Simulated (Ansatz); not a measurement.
# BeRu under changes of volume

One of the cells (10.267 Å³/atom); the others are scaled copies at fixed shape and fractional positions:

```
CELL_PARAMETERS angstrom
2.49937 0.00000 0.00000
-1.24969 2.16452 0.00000
0.00000 0.00000 3.79552
ATOMIC_POSITIONS crystal
Be 0.00000 0.00000 0.50000
Ru 0.66667 0.33333 0.00000
```

The cell was built by a generator and needn't be a form met in nature.

```yaml
Program: Ansatz 0.2.0
Functional: PBE
Potentials_or_basis: all-electron LAPW, scalar-relativistic
Cutoff: 341 eV (chosen from the basis error)
Basis_error_allowed: 0.0005 eV/atom
k_mesh: 12 × 12 × 7
Occupations: fermi-dirac, width 0.05 eV
Spin: no spin polarisation
```

| volume (Å³/atom) | energy over the lowest point (meV/atom) | pressure (GPa) |
| --- | --- | --- |
| 9.651 | ? | ? |
| 9.856 | 215.87 | 52.5 |
| 10.061 | 154.06 | 44.2 |
| 10.267 | 102.44 | 36.6 |
| 10.472 | 60.10 | 29.7 |
| 10.677 | 26.20 | 23.4 |
| 10.883 | 0.00 | 17.7 |

Task: What does the run at 9.651 Å³/atom give?

Result: Energy over the lowest point 288.90 meV/atom; pressure 61.7 GPa.

Worked out: A Birch-Murnaghan fit of order 3 (a polynomial in V^(-2/3)) to the other rows has no minimum within the range. It gives 288.72 meV/atom at 9.651 Å³/atom, against the run's 288.90, and -dE/dV = 61.6 GPa, against 61.7.

Energies are extrapolated to zero smearing.
